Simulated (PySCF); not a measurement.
Runs of PySCF 2.14.0 on CAlF2H3. The cell holds a molecule in a box, 7 atoms: a = 12.000 Å, b = 13.000 Å, c = 12.000 Å, α = 90.00°, β = 90.00°, γ = 90.00°. 

```csv
task,level,three-body dispersion term,conv_tol,grid for exchange and correlation,three-centre integrals,exxdiv,gap on the mesh (eV)
atomic charges,M06-L+D4,yes,1e-07 Ha,"Becke, atom-centred",read from an earlier run's file,-,7.56
atomic charges,PBE0+D3(BJ),no,1e-07 Ha,"Becke, atom-centred",read from an earlier run's file,ewald,8.99
atomic charges,wB97X,-,1e-07 Ha,"Becke, atom-centred",read from an earlier run's file,ewald,(b)
excitation energies (Tamm-Dancoff),PBE0,-,1e-08 Ha,"Becke, atom-centred",read from an earlier run's file,ewald,8.99
atomic charges,HSE06+D4,yes,1e-07 Ha,"Becke, atom-centred",read from an earlier run's file,ewald,(a)
atomic charges,PBE,-,1e-07 Ha,"Becke, atom-centred",-,-,6.66
MP2 correlation energy,HF,-,1e-08 Ha,-,read from an earlier run's file,ewald,15.12
```

Alike in all rows: potentials or basis cc-pvdz (all-electron); no spin polarisation; cell as given; k mesh 1 × 1 × 1; smearing fixed.

Fill in the values left out.

(a) 8.18; (b) 13.58.

Caveats: this is a molecule in a periodic box at the Γ point, so its band gap is the HOMO-LUMO gap; the basis of atomic orbitals isn't converged, which shifts pressures, moduli and gaps; the basis is small and the box finite, so much correlation energy is missing and levels can be off by tenths of an eV (some runs); the iterative solver can pass over a root and still report convergence (some runs); this program's HSE differs a little from the usual definition (some runs).

